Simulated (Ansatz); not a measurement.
# CH₇GaSi: basis-set convergence

An exercise on one series of results from a longer session: the logs are not shown, and one member is left open.

Program: Ansatz 0.2.0, Gaussian basis. Level of theory: one geometry, several basis sets. These are calculated values, not measurements.

The runs, in order: PBE0-D4/def2-SVP; ωB97M-V/def2-SVP; PBE0-D4/def2-QZVPP; ωB97M-V/def2-QZVPP; the functionals' def2-TZVPP values are taken from earlier runs.

## Structure used throughout

The geometry comes from an earlier relaxation with PBE0-D4 in a triple-zeta def2 set; it is a stationary point, not always the lowest conformer.

10 atoms, charge 0, spin multiplicity 1.

Atoms are counted from 1 here; the program's logs count them from 0.

Bond lengths: Si1–C2 1.867 Å, Si1–H4 1.489 Å, Si1–H5 1.490 Å, Si1–H6 1.490 Å, C2–Ga3 1.967 Å, C2–H7 1.094 Å, C2–H8 1.094 Å, Ga3–H9 1.571 Å, Ga3–H10 1.571 Å. Angles: C2–Si1–H4 112.2°, C2–Si1–H5 110.5°, C2–Si1–H6 110.5°, H4–Si1–H5 108.0°, H4–Si1–H6 108.0°, H5–Si1–H6 107.6°, Si1–C2–Ga3 112.9°, Si1–C2–H7 108.2°, Si1–C2–H8 108.2°, Ga3–C2–H7 109.4°, Ga3–C2–H8 109.4°, H7–C2–H8 108.7°, C2–Ga3–H9 119.7°, C2–Ga3–H10 119.7°, H9–Ga3–H10 120.6°.

Set-up of the first run:

Contents of in.yaml:

```yaml
crystal:
  periodic: [false, false, false]
  atoms:
    - {symbol: Si, position_ang: [-1.172787, 0.317652, -0.772950]}
    - {symbol: C, position_ang: [0.153511, -0.785695, -0.059260]}
    - {symbol: Ga, position_ang: [1.434767, 0.189937, 1.070740]}
    - {symbol: H, position_ang: [-2.134825, -0.435791, -1.623447]}
    - {symbol: H, position_ang: [-0.563755, 1.390465, -1.607898]}
    - {symbol: H, position_ang: [-1.943330, 0.978089, 0.317518]}
    - {symbol: H, position_ang: [0.687513, -1.257694, -0.889492]}
    - {symbol: H, position_ang: [-0.333636, -1.565627, 0.533633]}
    - {symbol: H, position_ang: [1.155328, 0.344524, 2.608557]}
    - {symbol: H, position_ang: [2.717213, 0.824139, 0.422609]}
basis:
  gaussian: {orbitals: def2-SVP}
hamiltonian: {xc: pbe0, dispersion: d4}
output: {orbitals: {seedname: orbitals}}
```

On the command line:

```sh
$ ansatz run in.yaml --threads 2 --pin off --events-out ev --progress --plain --max-ram 4352MiB
```

Steps of the session up to this table: PBE0-D4 in def2-SVP; ωB97M-V in def2-SVP; PBE0-D4 in def2-QZVPP; ωB97M-V in def2-QZVPP.

One of the session's tables, all rows but one given; the rest of the session is left out.

| functional | basis | HOMO (eV) | LUMO (eV) |
| --- | --- | --- | --- |
| PBE0-D4 | def2-SVP | -8.01 | -1.55 |
| PBE0-D4 | def2-TZVPP | -8.02 | -1.58 |
| PBE0-D4 | def2-QZVPP | -8.02 | -1.61 |
| ωB97M-V | def2-SVP | -10.14 | 0.16 |
| ωB97M-V | def2-TZVPP | -10.17 | 0.09 |
| ωB97M-V | def2-QZVPP | ? | ? |

**Question.** Estimate the row for ωB97M-V, def2-QZVPP.

As computed: HOMO (eV): -10.17; LUMO (eV): -0.06.
